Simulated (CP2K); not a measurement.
Wanted: the native input for a CP2K 2026.2 run.

```
Task                                   : band structure
Functional                             : revPBE
Potentials or basis                    : POTENTIAL_UZH Hf GTH-PBE-q12, Ge GTH-PBE-q4; TZVP-MOLOPT-PBE-GTH basis
Density cutoff                         : 9184 eV
k mesh                                 : 8 × 8 × 7
Occupations                            : fermi-dirac, width 0.05 eV
Spin                                   : no spin polarisation
SCF solver                             : diagonalisation with k points
Quickstep method                       : GPW
EPS_DEFAULT                            : 1.0E-10
EPS_SCF                                : 1.0E-6
MAX_SCF                                : 100
SCF_GUESS                              : ATOMIC
k points reduced by the point group    : yes
Mesh centred on Gamma                  : yes
CHOLESKY                               : OFF
EPS_EIGVAL                             : 1.0E-7
MIXING METHOD                          : BROYDEN_MIXING
MIXING ALPHA                           : 0.4
NBUFFER                                : 8
NGRIDS                                 : 4
Basis sets                             : Hf TZVP-MOLOPT-PBE-GTH-q12, Ge TZVP-MOLOPT-PBE-GTH-q4
Potentials                             : Hf GTH-PBE-q12 of POTENTIAL_UZH, Ge GTH-PBE-q4 of POTENTIAL_UZH
ADDED_MOS                              : [13]
Points a segment of the path (NPOINTS) : 6
Bands added on the path                : 6
REL_CUTOFF (Ry)                        : 60 Ry
MIXING BETA (1/bohr)                   : 1.5 1/bohr
CUTOFF of the grids                    : 675 Ry
```

Crystal: HfGe.

```
Hf Ge
1.0
     3.21967    0.00000    0.00000
     0.00000    3.21967    0.00000
     0.00000    0.00000    4.10843
Hf Ge
1 1
Cartesian
  1.6098 1.6098 0.0000
  0.0000 0.0000 0.0000
```

The cell was built by a generator and needn't be a form met in nature.

The input as run:

hfge_bands.inp

```
&GLOBAL
  PROJECT hfge_bands
  RUN_TYPE ENERGY_FORCE
  PRINT_LEVEL LOW
&END GLOBAL
&FORCE_EVAL
  METHOD QS
  STRESS_TENSOR ANALYTICAL
  &DFT
    BASIS_SET_FILE_NAME BASIS_MOLOPT_UZH
    POTENTIAL_FILE_NAME POTENTIAL_UZH
    &MGRID
      CUTOFF 675
      REL_CUTOFF 60
      NGRIDS 4
    &END MGRID
    &QS
      METHOD GPW
      EPS_DEFAULT 1.0E-10
    &END QS
    &KPOINTS
      SCHEME MONKHORST-PACK 8 8 7
      GAMMA_CENTERED T
      SYMMETRY T
      SYMMETRY_BACKEND SPGLIB
    &END KPOINTS
    &SCF
      SCF_GUESS ATOMIC
      EPS_SCF 1.0E-6
      MAX_SCF 100
      ADDED_MOS 13
      CHOLESKY OFF
      EPS_EIGVAL 1.0E-7
      &DIAGONALIZATION ON
        ALGORITHM STANDARD
      &END DIAGONALIZATION
      &MIXING ON
        METHOD BROYDEN_MIXING
        ALPHA 0.4
        BETA 1.5
        NBUFFER 8
      &END MIXING
      &SMEAR ON
        METHOD FERMI_DIRAC
        ELECTRONIC_TEMPERATURE [K] 580.226
      &END SMEAR
    &END SCF
    &XC
      &XC_FUNCTIONAL
        &GGA_X_PBE_R
        &END GGA_X_PBE_R
        &GGA_C_PBE
        &END GGA_C_PBE
      &END XC_FUNCTIONAL
    &END XC
    &PRINT
      &KPOINTS ON
      &END KPOINTS
      &MULLIKEN ON
      &END MULLIKEN
      &MO ON
        ENERGIES T
        OCCUPATION_NUMBERS T
        &EACH
          QS_SCF 0
        &END EACH
        ADD_LAST NUMERIC
      &END MO
      &LOWDIN ON
      &END LOWDIN
      &HIRSHFELD ON
        SHAPE_FUNCTION DENSITY
      &END HIRSHFELD
      &BAND_STRUCTURE
        FILE_NAME bands.bs
        ADDED_MOS 6
        &KPOINT_SET
          UNITS B_VECTOR
          NPOINTS 6
          SPECIAL_POINT GAMMA 0.00000000 0.00000000 0.00000000
          SPECIAL_POINT X 0.00000000 0.50000000 0.00000000
          SPECIAL_POINT M 0.50000000 0.50000000 0.00000000
          SPECIAL_POINT GAMMA 0.00000000 0.00000000 0.00000000
          SPECIAL_POINT Z 0.00000000 0.00000000 0.50000000
          SPECIAL_POINT R 0.00000000 0.50000000 0.50000000
          SPECIAL_POINT A 0.50000000 0.50000000 0.50000000
          SPECIAL_POINT Z 0.00000000 0.00000000 0.50000000
        &END KPOINT_SET
        &KPOINT_SET
          UNITS B_VECTOR
          NPOINTS 6
          SPECIAL_POINT X 0.00000000 0.50000000 0.00000000
          SPECIAL_POINT R 0.00000000 0.50000000 0.50000000
        &END KPOINT_SET
        &KPOINT_SET
          UNITS B_VECTOR
          NPOINTS 6
          SPECIAL_POINT M 0.50000000 0.50000000 0.00000000
          SPECIAL_POINT A 0.50000000 0.50000000 0.50000000
        &END KPOINT_SET
      &END BAND_STRUCTURE
    &END PRINT
  &END DFT
  &SUBSYS
    &CELL
      ABC 3.2196660000 3.2196660000 4.1084277000
      ALPHA_BETA_GAMMA 90.0000000000 90.0000000000 90.0000000000
      PERIODIC XYZ
    &END CELL
    &COORD
      SCALED
      Hf  0.5000000000 0.5000000000 0.0000000000
      Ge  0.0000000000 0.0000000000 0.0000000000
    &END COORD
    &KIND Hf
      BASIS_SET TZVP-MOLOPT-PBE-GTH-q12
      POTENTIAL GTH-PBE-q12
    &END KIND
    &KIND Ge
      BASIS_SET TZVP-MOLOPT-PBE-GTH-q4
      POTENTIAL GTH-PBE-q4
    &END KIND
    &PRINT
      &ATOMIC_COORDINATES ON
      &END ATOMIC_COORDINATES
      &CELL ON
      &END CELL
    &END PRINT
  &END SUBSYS
  &PRINT
    &FORCES ON
    &END FORCES
    &STRESS_TENSOR ON
    &END STRESS_TENSOR
  &END PRINT
&END FORCE_EVAL
```

Potentials or basis: POTENTIAL_UZH Hf GTH-PBE-q12, Ge GTH-PBE-q4; TZVP-MOLOPT-PBE-GTH basis.

Command:

```bash
$ OMP_NUM_THREADS=1 cp2k.psmp -i hfge_bands.inp -o hfge_bands.out
```

Results of the run:

The pressure is 62.6 GPa and the band gap on the k mesh is none (metal or under the smearing width). The mulliken charges are Hf +0.15; Ge -0.15 e and the hirshfeld charges are Hf +0.19; Ge -0.19 e.

Caveat: Mulliken charges move with the basis; a pressure of tens of GPa on the cell as given is suspect, and the run, the potentials or the cell itself is likely at fault; the potentials were made for another functional, which shifts forces and pressure; spin-orbit coupling is left out, which moves the levels of the heavy elements; the basis of atomic orbitals isn't converged, which shifts pressures, moduli and gaps.

It took 35 s on 1 thread of Arm Neoverse V2, on a shared host, peak memory 0.35 GiB.
